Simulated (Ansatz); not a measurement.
# MgTaAuC2: the cost of one run

Computed with Ansatz 0.2.0 (DFT PBE, scalar-relativistic, plane waves, PAW, unless a step's input says otherwise).

### Step 1. Starting point

It takes space group P4/mmm (No. 123, tetragonal). Conventional cell: a = 4.334 Å, b = 4.334 Å, c = 4.208 Å, α = 90.00°, β = 90.00°, γ = 90.00°. Around Mg (site symmetry 4/mmm) lie 8 C at 3.02 Å and 4 Au at 3.06 Å. Around Ta (site symmetry 4/mmm) lie 2 Au at 2.10 Å and 4 C at 2.17 Å. Around C (site symmetry mmm) lie 2 Ta at 2.17 Å and 4 Mg at 3.02 Å and 4 Au at 3.02 Å. Au (site symmetry 4/mmm) is surrounded by 2 Ta at 2.10 Å.

As a file:

```
Mg Ta C Au
1.0
     4.33442    0.00000    0.00000
     0.00000    4.33442    0.00000
     0.00000    0.00000    4.20773
Mg Ta C Au
1 1 2 1
Direct
  0.00000 0.00000 0.00000
  0.50000 0.50000 0.50000
  0.00000 0.50000 0.50000
  0.50000 0.00000 0.50000
  0.50000 0.50000 0.00000
```

The cell is invented: species swapped into a database cell of CsHgBr2Cl (P4/mmm, No. 123), with Mg on the Cs sites, Ta on the Hg sites, C on the Br sites and Au on the Cl sites. Lengths come from tabulated atomic sizes and are only a guess.

### Step 2. A first look at the guess

input.yaml reads:

```yaml
crystal:
  lattice:
    - [4.33442085, 0.0, 0.0]
    - [0.0, 4.33442085, 0.0]
    - [0.0, 0.0, 4.20772866]
  atoms:
    - { symbol: Mg, position: [0.0, 0.0, 0.0] }
    - { symbol: Ta, position: [0.5, 0.5, 0.5] }
    - { symbol: C, position: [0.0, 0.5, 0.5] }
    - { symbol: C, position: [0.5, 0.0, 0.5] }
    - { symbol: Au, position: [0.5, 0.5, 0.0] }
basis:
  ecutwfc: 420
kpoints:
  mp_grid: { grid: [4, 4, 4] }
hamiltonian:
  xc: pbe
scf:
  occupations: { method: gaussian, width: 0.1 }
  lower_state_search: "off"
output:
  forces: true
  stress: true
  eigenvalues: true
```

Started as:

```sh
$ ansatz run input.yaml --threads 1 --pin off --max-ram 2048MiB --backend cpu --events-out ev --progress --plain --runs-dir out
```

**Question.** How long does this run take on 1 thread of Arm Neoverse V2, shared host, and how much memory does it need?

About 2.7 s, with a peak of 0.36 GiB.
